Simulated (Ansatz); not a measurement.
**C2H5AlO: a ladder of functionals and wavefunction methods**

How much do the methods differ for C2H5AlO? The plan is to run it at one geometry with functionals of several rungs and with coupled cluster. The yardstick is the atomisation energy at the CCSD(T) limit.

Computed with Ansatz 0.2.0, Gaussian basis. Level: functionals in def2-TZVPP, the program's frozen cores in correlated methods.

The runs, in order: LDA (SPW92), PBE-D4, revPBE-D4, BLYP-D4, r2SCAN-D4, B97M-V, PBE0-D4, B3LYP-D4, r2SCANh-D4, r2SCAN0-D4, HSE06-D4, BHLYP-D4, CAM-B3LYP-D4, LC-ωPBE, ωB97X-V, ωB97M-V, B2PLYP, PBE-QIDH; CCSD(T)/def2-SVP; CCSD(T)/def2-TZVPP; MP2/def2-QZVPP; extrapolation to the limit; RPA on PBE.

## 1. The geometry

An earlier PBE0-D4 in a triple-zeta def2 set relaxation fixed the geometry.

9 atoms, charge 0, spin multiplicity 1.

Atoms are counted from 1 here; the program's logs count them from 0.

Bond lengths: C1–C2 1.501 Å, C1–H5 1.097 Å, C1–H6 1.093 Å, C1–H7 1.094 Å, C2–O3 1.486 Å, C2–Al4 1.893 Å, C2–H8 1.093 Å, O3–Al4 1.707 Å, Al4–H9 1.571 Å. Angles: C2–C1–H5 110.4°, C2–C1–H6 112.5°, C2–C1–H7 110.2°, H5–C1–H6 107.6°, H5–C1–H7 108.0°, H6–C1–H7 108.0°, C1–C2–O3 113.7°, C1–C2–Al4 127.3°, C1–C2–H8 111.5°, O3–C2–Al4 59.2°, O3–C2–H8 110.4°, Al4–C2–H8 119.7°, C2–O3–Al4 72.4°, C2–Al4–O3 48.4°, C2–Al4–H9 173.6°, O3–Al4–H9 137.8°.

## 2. LDA

This LDA is Slater exchange with PW92 correlation.

in.yaml reads:

```yaml
crystal:
  periodic: [false, false, false]
  atoms:
    - {symbol: C, position_ang: [0.149816, 0.638437, -1.058337]}
    - {symbol: C, position_ang: [0.082815, -0.530545, -0.119834]}
    - {symbol: O, position_ang: [0.998161, -0.413506, 1.044979]}
    - {symbol: Al, position_ang: [-0.593602, -0.544989, 1.648643]}
    - {symbol: H, position_ang: [1.142217, 0.700559, -1.521070]}
    - {symbol: H, position_ang: [-0.040888, 1.589939, -0.556124]}
    - {symbol: H, position_ang: [-0.588127, 0.523967, -1.857183]}
    - {symbol: H, position_ang: [0.251850, -1.475049, -0.642912]}
    - {symbol: H, position_ang: [-1.313743, -0.535215, 3.044838]}
basis:
  gaussian: {orbitals: def2-TZVPP}
hamiltonian: {xc: lda}
output: {orbitals: {seedname: orbitals}}
```

Command:

```bash
$ ansatz run in.yaml --threads 2 --pin off --events-out ev --progress --plain --max-ram 4352MiB
```

Further steps of the session: PBE-D4 (GGA); revPBE-D4 (GGA); BLYP-D4 (GGA); r2SCAN-D4 (meta-GGA); B97M-V (meta-GGA); PBE0-D4 (hybrid); B3LYP-D4 (hybrid); r2SCANh-D4 (hybrid); r2SCAN0-D4 (hybrid); HSE06-D4 (hybrid); BHLYP-D4 (hybrid); CAM-B3LYP-D4 (range-separated); LC-ωPBE (range-separated); ωB97X-V (range-separated); ωB97M-V (range-separated); B2PLYP (double hybrid); PBE-QIDH (double hybrid); CCSD(T) in def2-SVP; CCSD(T) in def2-TZVPP; MP2 in def2-QZVPP; RPA on PBE orbitals.

**Question.** What will the summary of the whole plan be? Wanted: atomisation energy, CCSD(T)/CBS; farthest beyond LDA; mean size of error, GGA; mean size of error, meta-GGA; mean size of error, hybrid; mean size of error, range-separated; mean size of error, double hybrid; gap, smallest and largest; T1 diagnostic.

**Answer**, as computed:

```
                               quantity                                                                                                 value
        atomisation energy, CCSD(T)/CBS                                                                                        777.6 kcal/mol
functionals within 3.9 kcal/mol (0.5 %)  BLYP-D4, r2SCAN-D4, PBE0-D4, B3LYP-D4, r2SCANh-D4, HSE06-D4, CAM-B3LYP-D4, LC-ωPBE, ωB97X-V, ωB97M-V
                    farthest beyond LDA                                                                             BHLYP-D4 (-29.2 kcal/mol)
                mean size of error, GGA                                                                                          7.3 kcal/mol
           mean size of error, meta-GGA                                                                                          4.0 kcal/mol
             mean size of error, hybrid                                                                                          7.9 kcal/mol
    mean size of error, range-separated                                                                                          1.1 kcal/mol
      mean size of error, double hybrid                                                                                          7.8 kcal/mol
              gap, smallest and largest                                                              3.11 eV (LDA (SPW92)), 9.72 eV (LC-ωPBE)
                          T1 diagnostic                                                                                                0.0157
triples share of the correlation energy                                                                                                 4.0 %
```

In words: The LDA atomisation energy is off by 116.0 kcal/mol (15 %): it overbinds. PBE-D4 is off by +16.2 kcal/mol. Double hybrids carry the basis error of their MP2 part in triple zeta, and no dispersion term here, so their miss is partly the set-up's. By mean error the best rung here is range-separated (1.1 kcal/mol) and the worst beyond LDA is hybrid (7.9 kcal/mol). The mean of the hybrids holds BHLYP, with half exact exchange. Misses under about 3.9 kcal/mol are within the doubt on the reference itself, which lacks core-valence correlation, relativity and higher excitations. Hartree-Fock recovers 71 % of the binding; the rest is correlation. CCSD(T) in def2-SVP is off by -42.1 kcal/mol, more than most functionals: a good method in a small basis is no reference. Orbital gaps span 3.1 to 9.7 eV; exact exchange widens them.
